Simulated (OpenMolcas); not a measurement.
# Os⁴⁺ among point charges: CASSCF and CASPT2 levels and susceptibility

Aim: the splitting of the states of Os⁴⁺ in the field of 4 point charges, its lowest levels with spin-orbit coupling and its magnetic susceptibility.

Method: state-averaged CASSCF and CASPT2, spin-orbit coupling by RASSI with atomic mean-field integrals. Code: OpenMolcas 26.06.

**1. Starting point**

| Quantity | Value |
| --- | --- |
| Species | Os⁴⁺ (osmium, Z = 76, 72 electrons) |
| Basis | ANO-RCC-VDZP [7s6p4d2f1g], 68 functions |
| Scalar Hamiltonian | DKH2, point nucleus |
| Inactive shells | 1s 2s 2p 3s 3p 3d 4s 4p 4d 4f 5s 5p |
| Active space | 4 electrons in 5 orbitals (5d) |
| Some configurations of this space | 5d4 |
| Orbitals | optimised for each spin and parity, averaged over all roots |

The outer shells:

5d4
```
5d [↑ ][↑ ][↑ ][↑ ][  ]
```

The ion sits among 4 point charges of -2 e arranged as a tetrahedron (Td), 2.1 Å from the ion.

The work runs as a chain of OpenMolcas steps in one folder; each step below is one input file. Labels, J, g values, rates, χT and fits are worked out afterwards by a script from the matrices that RASSI stores.

**2. GATEWAY and SEWARD: basis and integrals**

Input file a.inp:

```
&GATEWAY
Coord
1

Os 0.0 0.0 0.0
Basis=ANO-RCC-VDZP
Group=NoSym
NoMove
AngMom=0.0 0.0 0.0
AMFI
XField
4 Angstrom 0
1.212436 1.212436 1.212436 -2.000000
1.212436 -1.212436 -1.212436 -2.000000
-1.212436 1.212436 -1.212436 -2.000000
-1.212436 -1.212436 1.212436 -2.000000
&SEWARD
```

Run with:

```sh
$ OMP_NUM_THREADS=1 MOLCAS_MEM=1689 MOLCAS_PROJECT=a pymolcas a.inp > a.log
```

What it wrote:

```text
Basis set label: OS.ANO-RCC...7S6P4D2F1G.

      Electronic valence basis set:
      ------------------
      Associated Effective Charge  76.000000 au
      Associated Actual Charge     76.000000 au
      Nuclear Model: Point charge

      Shell  nPrim  nBasis  Cartesian Spherical Contaminant
         s      24       7        X
         p      21       6        X
         d      15       4                 X
         f      11       2                 X
         g       4       1                 X
                  Relativistic Douglas-Kroll-Hess integrals:
                    - DKH order of Hamiltonian: 2
                    - DKH order of Properties : 0
                  Atomic mean-field integrals
```

**3. CASSCF: quintets, 5 roots**

Input file a.inp:

```
&RASSCF
FileOrb=start.orb
Symmetry=1
Spin=5
nActEl=4 0 0
Inactive=34
Ras2=5
CIRoot=5 5 1
SDav=5
CIMx=300
Iter=120 100
PrWF=0.3
OrbListing=Nothing
MaxOrb=0
>>> COPY $Project.JobIph JOB001
```

Run with:

```sh
$ OMP_NUM_THREADS=1 MOLCAS_MEM=1689 MOLCAS_PROJECT=a pymolcas a.inp > a.log
```

start.orb holds the contracted functions of the basis, ordered by shell, or the orbitals of the step before.

What it wrote, cut to the lines that bear on the results:

```text
[...]
      Number of active orbitals                  5
[...]
      Spin quantum number                      2.0
[...]
      Active orbitals                            5
[...]
      Number of CSFs                             5
      Number of root(s) required                 5
[...]
      Convergence after  9 iterations
[...]
      Natural orbitals and occupation numbers for root  1
      sym 1:   0.000000   1.000000   1.000000   1.000000   1.000000
      Natural orbitals and occupation numbers for root  2
      sym 1:   1.000000   0.000000   1.000000   1.000000   1.000000
      Natural orbitals and occupation numbers for root  3
      sym 1:   1.000000   1.000000   1.000000  -0.000000   1.000000
::    RASSCF root number  1 Total energy: -17242.35436200
::    RASSCF root number  2 Total energy: -17242.35436200
::    RASSCF root number  3 Total energy: -17242.35436200
::    RASSCF root number  4 Total energy: -17242.33933469
::    RASSCF root number  5 Total energy: -17242.33933469
```

**4. CASSCF: triplets, 45 roots**

Input file a.inp:

```
&RASSCF
FileOrb=start.orb
Symmetry=1
Spin=3
nActEl=4 0 0
Inactive=34
Ras2=5
CIRoot=45 45 1
SDav=45
CIMx=300
Iter=120 100
PrWF=0.3
OrbListing=Nothing
MaxOrb=0
>>> COPY $Project.JobIph JOB002
```

Run with:

```sh
$ OMP_NUM_THREADS=1 MOLCAS_MEM=1689 MOLCAS_PROJECT=a pymolcas a.inp > a.log
```

What it wrote, cut to the lines that bear on the results:

```text
[...]
      Number of active orbitals                  5
[...]
      Spin quantum number                      1.0
[...]
      Active orbitals                            5
[...]
      Number of CSFs                            45
      Number of root(s) required                45
[...]
      Convergence after  7 iterations
[...]
      Natural orbitals and occupation numbers for root  1
      sym 1:   0.216468   0.147064   1.034221   1.758209   0.844038
      Natural orbitals and occupation numbers for root  2
      sym 1:   0.145090   0.785021   1.688209   1.106429   0.275252
      Natural orbitals and occupation numbers for root  3
      sym 1:   0.336640   0.143420   1.617896   1.178947   0.723098
::    RASSCF root number  1 Total energy: -17242.28311503
::    RASSCF root number  2 Total energy: -17242.28311503
::    RASSCF root number  3 Total energy: -17242.28311503
[...]
::    RASSCF root number 27 Total energy: -17242.23922763
::    RASSCF root number 28 Total energy: -17242.23623141
::    RASSCF root number 29 Total energy: -17242.23623141
::    RASSCF root number 30 Total energy: -17242.23623141
```

**5. CASSCF: singlets, 50 roots**

Input file a.inp:

```
&RASSCF
FileOrb=start.orb
Symmetry=1
Spin=1
nActEl=4 0 0
Inactive=34
Ras2=5
CIRoot=50 50 1
SDav=50
CIMx=300
Iter=120 100
PrWF=0.3
OrbListing=Nothing
MaxOrb=0
>>> COPY $Project.JobIph JOB003
```

What it wrote, cut to the lines that bear on the results:

```text
[...]
      Number of active orbitals                  5
[...]
      Spin quantum number                      0.0
[...]
      Active orbitals                            5
[...]
      Number of CSFs                            50
      Number of root(s) required                50
[...]
      Convergence after  7 iterations
[...]
      Natural orbitals and occupation numbers for root  1
      sym 1:   0.086512   0.086512   1.870232   0.086512   1.870232
      Natural orbitals and occupation numbers for root  2
      sym 1:   0.137147   0.061037   1.071245   0.922435   1.808137
      Natural orbitals and occupation numbers for root  3
      sym 1:   0.806249   0.252209   1.700477   0.062098   1.178967
::    RASSCF root number  1 Total energy: -17242.25700154
::    RASSCF root number  2 Total energy: -17242.24615627
::    RASSCF root number  3 Total energy: -17242.24615627
[...]
::    RASSCF root number 27 Total energy: -17242.18361091
::    RASSCF root number 28 Total energy: -17242.18361091
::    RASSCF root number 29 Total energy: -17242.17372875
::    RASSCF root number 30 Total energy: -17242.16906394
```

**6. State interaction with spin-orbit coupling**

Input file a.inp:

```
&RASSI
NrOfJobIphs=3 5 45 50
1 2 3 4 5
1 2 3 4 5 6 7 8 9 10 11 12 13 14 15 16 17 18 19 20 21 22 23 24 25 26 27
28 29 30 31 32 33 34 35 36 37 38 39 40 41 42 43 44 45
1 2 3 4 5 6 7 8 9 10 11 12 13 14 15 16 17 18 19 20 21 22 23 24 25 26 27
28 29 30 31 32 33 34 35 36 37 38 39 40 41 42 43 44 45 46 47 48 49 50
IphNames
JOB001
JOB002
JOB003
EJob
SpinOrbit
DIPRint=1.0
SOCoupling=1000.0
Subsets=2
Property=9
'ANGMOM' 1 'ANGMOM' 2 'ANGMOM' 3 'MLTPL  1' 1 'MLTPL  1' 2 'MLTPL  1' 3
'AMFI' 1 'AMFI' 2 'AMFI' 3
SOProperty=3
'ANGMOM' 1 'ANGMOM' 2 'ANGMOM' 3
```

Run with:

```sh
$ OMP_NUM_THREADS=1 MOLCAS_MEM=1689 MOLCAS_PROJECT=a pymolcas a.inp > a.log
```

What it wrote:

```text
SPIN-FREE ENERGIES:
  (Shifted by EMIN (a.u.) =     -17242.3543620044)

 SF State       Relative EMIN(au)   Rel lowest level(eV)    D:o, cm**(-1)      L_eff

     1             0.0000000000        0.0000000000              0.0000         2.0
     2             0.0000000000        0.0000000000              0.0000         2.0
     3             0.0000000000        0.0000000000              0.0000         2.0
     4             0.0150273098        0.4089139317           3298.1133         2.0
     5             0.0150273098        0.4089139317           3298.1133         2.0
     6             0.0712469725        1.9387288875          15636.9030         4.3
     7             0.0712469725        1.9387288875          15636.9030         4.3
     8             0.0712469725        1.9387288875          15636.9030         4.3
     9             0.0777699345        2.1162277251          17068.5277         4.7
    10             0.0777699345        2.1162277251          17068.5277         4.7
    11             0.0777699345        2.1162277251          17068.5277         4.7
    12             0.0837011607        2.2776246135          18370.2814         4.4
    13             0.0837011607        2.2776246135          18370.2814         4.4
    14             0.0837011607        2.2776246135          18370.2814         4.4
    15             0.0897583665        2.4424495791          19699.6844         4.8
    16             0.0897583665        2.4424495791          19699.6844         4.8
    17             0.0929507204        2.5293179534          20400.3251         3.9
    18             0.0929507204        2.5293179534          20400.3251         3.9
    19             0.0929507204        2.5293179534          20400.3251         3.9
    20             0.0945522213        2.5728970140          20751.8139         2.7
    21             0.0945522213        2.5728970140          20751.8139         2.7
    22             0.0945522213        2.5728970140          20751.8139         2.7
    51             0.0973604597        2.6493130742          21368.1510         5.0
    24             0.1026980415        2.7945560752          22539.6148         4.1
    25             0.1026980415        2.7945560752          22539.6148         4.1
    23             0.1026980415        2.7945560752          22539.6148         4.1
    27             0.1037666531        2.8236344772          22774.1479         3.3
    28             0.1037666531        2.8236344772          22774.1479         3.3
    26             0.1037666531        2.8236344772          22774.1479         3.3
    29             0.1043956317        2.8407498557          22912.1928         3.0
    31             0.1068445721        2.9073889195          23449.6731         4.1
    30             0.1068445721        2.9073889195          23449.6731         4.1
    52             0.1082057376        2.9444281212          23748.4144         5.4
    53             0.1082057376        2.9444281212          23748.4144         5.4
    54             0.1082057376        2.9444281212          23748.4144         5.4
    32             0.1151343705        3.1329658248          25269.0735         4.0
    33             0.1181305902        3.2144971167          25926.6677         3.5
    34             0.1181305902        3.2144971167          25926.6677         3.5
    35             0.1181305902        3.2144971167          25926.6677         3.5
    55             0.1182687311        3.2182561224          25956.9862         5.9
Eigenvalues of complex Hamiltonian:
   -----------------------------------
  (Shifted by EMIN (a.u.) =     -17242.3543620044)

 SO State       Relative EMIN(au)   Rel lowest level(eV)    D:o, cm**(-1)     J-value

     1            -0.0598055570        0.0000000000              0.0000         0.2
     2            -0.0398536080        0.5429201917           4378.9467         0.8
     3            -0.0398536080        0.5429201916           4378.9467         1.0
     4            -0.0398536080        0.5429201916           4378.9467         0.8
     5            -0.0236584866        0.9836118937           7933.3649         1.8
     6            -0.0236584866        0.9836118937           7933.3649         1.2
     7            -0.0236584866        0.9836118937           7933.3649         1.8
     8            -0.0192537742        1.1034702245           8900.0876         1.4
     9            -0.0192537742        1.1034702245           8900.0876         1.9
    10            -0.0096031722        1.3660764837          11018.1499         2.8
    11            -0.0096031722        1.3660764837          11018.1499         2.2
    12            -0.0096031722        1.3660764837          11018.1499         2.1
    13            -0.0051252387        1.4879272614          12000.9427         2.6
    14            -0.0051252387        1.4879272614          12000.9427         2.5
    15            -0.0051252387        1.4879272614          12000.9427         2.5
    16             0.0022477760        1.6885572124          13619.1324         2.4
    17             0.0063045916        1.7989487890          14509.5005         3.2
    18             0.0063045916        1.7989487890          14509.5005         2.9
    19             0.0063045916        1.7989487889          14509.5005         2.9
    20             0.0067725343        1.8116821572          14612.2020         3.4
    21             0.0067725343        1.8116821572          14612.2020         2.8
    22             0.0070558226        1.8193908247          14674.3766         3.1
    23             0.0073958348        1.8286430280          14749.0007         3.7
    24             0.0073958348        1.8286430280          14749.0007         3.7
    25             0.0073958348        1.8286430280          14749.0007         1.6
    26             0.0282855349        2.3970807255          19333.7599         2.1
    27             0.0413955480        2.7538223566          22211.0752         2.9
    28             0.0413955480        2.7538223565          22211.0752         3.3
    29             0.0418615492        2.7665028940          22313.3506         3.6
    30             0.0418615492        2.7665028940          22313.3506         2.2
    31             0.0418615492        2.7665028940          22313.3506         3.6
    32             0.0459833128        2.8786617975          23217.9732         3.2
    33             0.0459833128        2.8786617974          23217.9732         3.1
    34             0.0459833128        2.8786617974          23217.9732         2.9
    35             0.0503458222        2.9973717246          24175.4333         2.2
    36             0.0544556006        3.1092044914          25077.4254         2.5
    37             0.0598756880        3.2566925845          26266.9971         3.1
    38             0.0598756880        3.2566925845          26266.9971         3.2
    39             0.0598756880        3.2566925846          26266.9971         3.0
    40             0.0609738222        3.2865743367          26508.0097         2.9
    41             0.0609738222        3.2865743368          26508.0097         2.9
Weights of the five most important spin-orbit-free states for each spin-orbit state.

 SO State  Total energy (au)           Spin-free states, spin, and weights
 -------------------------------------------------------------------------------------------------------
    1        -0.059806       2 2.0  0.1603    1 2.0  0.1603    3 2.0  0.1603    5 2.0  0.0958    4 2.0  0.0958
    2        -0.039854       1 2.0  0.2336    2 2.0  0.2208    3 2.0  0.1835    5 2.0  0.1397    4 2.0  0.0781
    3        -0.039854       2 2.0  0.3000    4 2.0  0.1904    1 2.0  0.1867    3 2.0  0.1512   22 1.0  0.0396
    4        -0.039854       3 2.0  0.3032    1 2.0  0.2177    5 2.0  0.1596    2 2.0  0.1171    4 2.0  0.0583
    5        -0.023658       3 2.0  0.3099    2 2.0  0.2738    1 2.0  0.2504    4 2.0  0.0648    5 2.0  0.0225
    6        -0.023658       1 2.0  0.3265    2 2.0  0.2779    3 2.0  0.2297    5 2.0  0.0859   39 1.0  0.0126
    7        -0.023658       3 2.0  0.2945    2 2.0  0.2824    1 2.0  0.2573    4 2.0  0.0648    5 2.0  0.0225
    8        -0.019254       3 2.0  0.3858    5 2.0  0.1562    4 2.0  0.1562    2 2.0  0.1209    1 2.0  0.1065
    9        -0.019254       1 2.0  0.3023    2 2.0  0.2879    4 2.0  0.1562    5 2.0  0.1562    3 2.0  0.0230
   10        -0.009603       3 2.0  0.3066    1 2.0  0.2758    2 2.0  0.2667    4 2.0  0.0389   40 1.0  0.0121
   11        -0.009603       2 2.0  0.3441    3 2.0  0.2626    1 2.0  0.2424    5 2.0  0.0286    4 2.0  0.0144
   12        -0.009603       1 2.0  0.3309    3 2.0  0.2800    2 2.0  0.2383    5 2.0  0.0318    4 2.0  0.0111
```

Time for these steps: 28 s (1 thread of Arm Neoverse V1, shared host).

Spin-free states, with their symmetry labels:

```tsv
state	degeneracy	E (cm-1)	free-ion L (%)
5T2	3	0	D (100)
5E	2	3298	D (100)
3T1	3	15637	H (68)
3T2	3	17069	H (82)
3T1	3	18370	H (68)
3E	2	19700	H (88)
3T2	3	20400	G (68)
3T1	3	20752	P (63)
1A1	1	21368	I (51)
3T1	3	22540	H (37)
3T2	3	22774	F (67)
3A2	1	22912	F (100)
3E	2	23450	G (86)
1T1	3	23748	I (69)
3A1	1	25269	G (100)
3T1	3	25927	G (54)
1T2	3	25957	I (96)
1E	2	27417	G (61)
1A1	1	28090	I (47)
3T2	3	28301	D (95)
1T2	3	28746	I (80)
1A2	1	28769	I (98)
1T1	3	29243	G (69)
3E	2	30454	D (97)
```

With spin-orbit coupling:

| E (cm-1) | Degeneracy | Label | 2S+1 |
| --- | --- | --- | --- |
| 0.0 | 1 | A1 | 5 |
| 4379 | 3 | T1 | 5 |
| 7933 | 3 | T2 | 5 |
| 8900 | 2 | E | 5 |
| 11018 | 3 | T1 | 5 |
| 12001 | 3 | T2 | 5 |
| 13619 | 1 | A2 | 5 |
| 14510 | 3 | T2 | 5 |
| 14612 | 2 | E | 5 |
| 14674 | 1 | A1 | 5 |
| 14749 | 3 | T1 | 5 |
| 19334 | 1 | A1 | 3 |
| 22211 | 2 | E | 3 |
| 22313 | 3 | T1 | 3 |
| 23218 | 3 | T2 | 3 |
| 24175 | 1 | A1 | 3 |
| 25077 | 1 | A2 | 3 |
| 26267 | 3 | T2 | 3 |
| 26508 | 3 | T1 | 3 |
| 27305 | 3 | T1 | 3 |
| 27860 | 2 | E | 3 |
| 27887 | 3 | T2 | 3 |
| 29443 | 3 | T1 | 3 |
| 29566 | 3 | T2 | 3 |

The table of states holds 24 of 43 computed; the rest, higher up, is left out.

Powder χT (cm³ K/mol): 0.00 at 2 K, 0.00 at 5 K, 0.00 at 10 K, 0.00 at 20 K, 0.01 at 50 K, 0.02 at 100 K, 0.03 at 150 K, 0.04 at 200 K, 0.05 at 250 K, 0.06 at 300 K.

A ligand-field fit to the states below 45000 cm-1 gives 10Dq = -3422 cm-1, B = 845 cm-1 and C = 3519 cm-1 (C/B = 4.16), with a deviation of 63 cm-1.

Orbitals of the lowest block (energies include the constant potential of the surroundings):

```tsv
shell	space	energy (hartree)	mean occupation	⟨r²⟩ (bohr²)
1s	inactive	-2723.4357	2.000	0.000402
2s	inactive	-479.7184	2.000	0.00656
2p	inactive	-419.5445	6.000	0.00546
3s	inactive	-113.7682	2.000	0.0428
3p	inactive	-95.6698	6.000	0.0435
3d	inactive	-74.5166	10.000	0.0364
4s	inactive	-25.0065	2.000	0.211
4p	inactive	-18.9311	6.000	0.239
4d	inactive	-11.0564	10.000	0.277
4f	inactive	-2.2916	14.000	0.370
5s	inactive	-3.6205	2.000	1.16
5p	inactive	-1.9237	6.000	1.51
5d	RAS2		4.000	2.79
```

[end of part 1 of 2]
